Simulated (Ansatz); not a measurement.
# InSe: further runs on the relaxed cell

An exercise on one series of results from a longer session: the logs are not shown, and one member is left open.

Program: Ansatz 0.2.0. Level of theory: DFT PBE+D3(BJ), scalar-relativistic, plane waves, PAW. These are calculated values, not measurements.

2 further runs of the same task are left out: 2 set aside as unsound or not needed.

### Starting point

It takes space group P6_3/mmc (No. 194, hexagonal). Conventional cell: a = 4.032 Å, b = 4.032 Å, c = 16.762 Å, α = 90.00°, β = 90.00°, γ = 120.00°. In (site symmetry 3m) is surrounded by 3 Se at 2.66 Å and 1 In at 2.79 Å. Se (site symmetry 3m) has 3 In at 2.66 Å as nearest neighbours.

As a file:

```
In Se
1.0
     4.03177    0.00000    0.00000
    -2.01589    3.49162    0.00000
     0.00000    0.00000   16.76237
In Se
4 4
Direct
  0.33333 0.66667 0.16666
  0.66667 0.33333 0.66666
  0.33333 0.66667 0.33334
  0.66667 0.33333 0.83334
  0.33333 0.66667 0.58987
  0.66667 0.33333 0.08987
  0.33333 0.66667 0.91013
  0.66667 0.33333 0.41013
```

This cell was relaxed beforehand with the same method: volume 29.50 Å³/atom, gap on the mesh 0.37 eV.

Set-up of the first run:

Input file input.yaml:

```yaml
crystal:
  lattice:
    - [4.0317714946, 0.0, 0.0]
    - [-2.0158857473, 3.4916165366, 0.0]
    - [0.0, 0.0, 16.7623716164]
  atoms:
    - { symbol: In, position: [0.3333333333, 0.6666666667, 0.1666581957] }
    - { symbol: In, position: [0.6666666667, 0.3333333333, 0.6666581957] }
    - { symbol: In, position: [0.3333333333, 0.6666666667, 0.3333418043] }
    - { symbol: In, position: [0.6666666667, 0.3333333333, 0.8333418043] }
    - { symbol: Se, position: [0.3333333333, 0.6666666667, 0.5898711349] }
    - { symbol: Se, position: [0.6666666667, 0.3333333333, 0.0898711349] }
    - { symbol: Se, position: [0.3333333333, 0.6666666667, 0.9101288651] }
    - { symbol: Se, position: [0.6666666667, 0.3333333333, 0.4101288651] }
basis:
  ecutwfc: 420
kpoints:
  mp_grid: { grid: [12, 12, 2] }
hamiltonian:
  xc: pbesol
scf:
  occupations: { method: gaussian, width: 0.02 }
output:
  forces: true
  stress: true
  eigenvalues: true
relax:
  adjacent_minimum: "off"
  f_tol: 0.005
  max_steps: 50
  cell: { stress_tol: 0.05 }
```

Started as:

```bash
ansatz run input.yaml --threads 4 --pin off --max-ram 10240MiB --backend cpu --events-out ev --progress --plain --runs-dir out
```

Steps of the session up to this table: The cell under PBEsol; The cell under PBE; Relaxing with LDA; Relaxing with r2SCAN.

One table of the session follows, with a row left open; its other results are not shown here.

It belongs to the step «Relaxed cells side by side». 

| functional | a (Å) | b (Å) | c (Å) | volume (Å³/atom) | gap on the mesh (eV) |
| --- | --- | --- | --- | --- | --- |
| PBE+D3(BJ) | 4.032 | 4.032 | 16.762 | 29.50 | 0.37 |
| PBEsol | 4.006 | 4.006 | 16.992 | 29.52 | 0.43 |
| PBE | 4.088 | 4.088 | 18.461 | 33.40 | 0.72 |
| LDA | ? | ? | ? | ? | ? |
| r2SCAN | 4.044 | 4.044 | 17.401 | 30.81 | 0.93 |

Q: Estimate the row for LDA from the others.

As computed: a (Å): 3.967; b (Å): 3.967; c (Å): 16.464; volume (Å³/atom): 28.04; gap on the mesh (eV): 0.28. In the column «a (Å)» it is the lowest.
